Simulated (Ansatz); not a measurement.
# Ho3F2: the cost of one run

Computed with Ansatz 0.2.0 (DFT PBE, scalar-relativistic, plane waves, PAW; 4f electrons in the core of a trivalent norm-conserving potential, unless a step's input says otherwise).

### Step 1. The system as given

It takes space group Pmmm (No. 47, orthorhombic). Conventional cell: a = 4.143 Å, b = 5.097 Å, c = 6.144 Å, α = 90.00°, β = 90.00°, γ = 90.00°. Ho (site symmetry mmm) has 2 F at 2.07 Å in its first shell of neighbours. Around Ho (site symmetry mmm) lie 2 Ho at 2.07 Å. F (site symmetry mmm) has 2 F at 2.55 Å in its first shell of neighbours. F (site symmetry mmm) has 2 Ho at 2.07 Å in its first shell of neighbours.

As a file:

```cif
data_structure
_symmetry_space_group_name_H-M 'Pmmm'
_symmetry_Int_Tables_number 47
_cell_length_a 4.1432
_cell_length_b 5.0969
_cell_length_c 6.1444
_cell_angle_alpha 90.000
_cell_angle_beta 90.000
_cell_angle_gamma 90.000
_cell_volume 129.75
loop_
_atom_site_label
_atom_site_type_symbol
_atom_site_symmetry_multiplicity
_atom_site_Wyckoff_symbol
_atom_site_fract_x
_atom_site_fract_y
_atom_site_fract_z
_atom_site_occupancy
Ho1 Ho 1 c 0.00000 0.00000 0.50000 1
Ho2 Ho 1 b 0.50000 0.00000 0.00000 1
Ho3 Ho 1 a 0.00000 0.00000 0.00000 1
F1 F 1 h 0.50000 0.50000 0.50000 1
F2 F 1 d 0.50000 0.00000 0.50000 1
```

A structure generator made this guess: species swapped into a database cell of Zr3Cd2 (Pmmm, No. 47), with Ho on the Zr sites and F on the Cd sites. Its size is a rough estimate.

### Step 2. A first look at the guess

input.yaml reads:

```yaml
crystal:
  lattice:
    - [4.14319001, 0.0, 0.0]
    - [0.0, 5.09690525, 0.0]
    - [0.0, 0.0, 6.14442884]
  atoms:
    - { symbol: Ho, position: [0.0, 0.0, 0.5] }
    - { symbol: Ho, position: [0.5, 0.0, 0.0] }
    - { symbol: Ho, position: [0.0, 0.0, 0.0] }
    - { symbol: F, position: [0.5, 0.5, 0.5] }
    - { symbol: F, position: [0.5, 0.0, 0.5] }
basis:
  ecutwfc: 690
kpoints:
  mp_grid: { grid: [4, 4, 4] }
hamiltonian:
  xc: pbe
  pseudopotentials:
    kind: paw
    azcp: { Ho: "pseudopotentials/pbe/nc/lanthanide_3plus/Ho.nc.azcp" }
scf:
  occupations: { method: gaussian, width: 0.1 }
  lower_state_search: "off"
output:
  forces: true
  stress: true
  eigenvalues: true
```

Launch:

```
> ansatz run input.yaml --threads 1 --pin off --max-ram 2560MiB --backend cpu --events-out ev --progress --plain --runs-dir out
```

What time and memory should one allow on 1 thread of Arm Neoverse V2, shared host?

About 17 s, with a peak of 0.46 GiB.
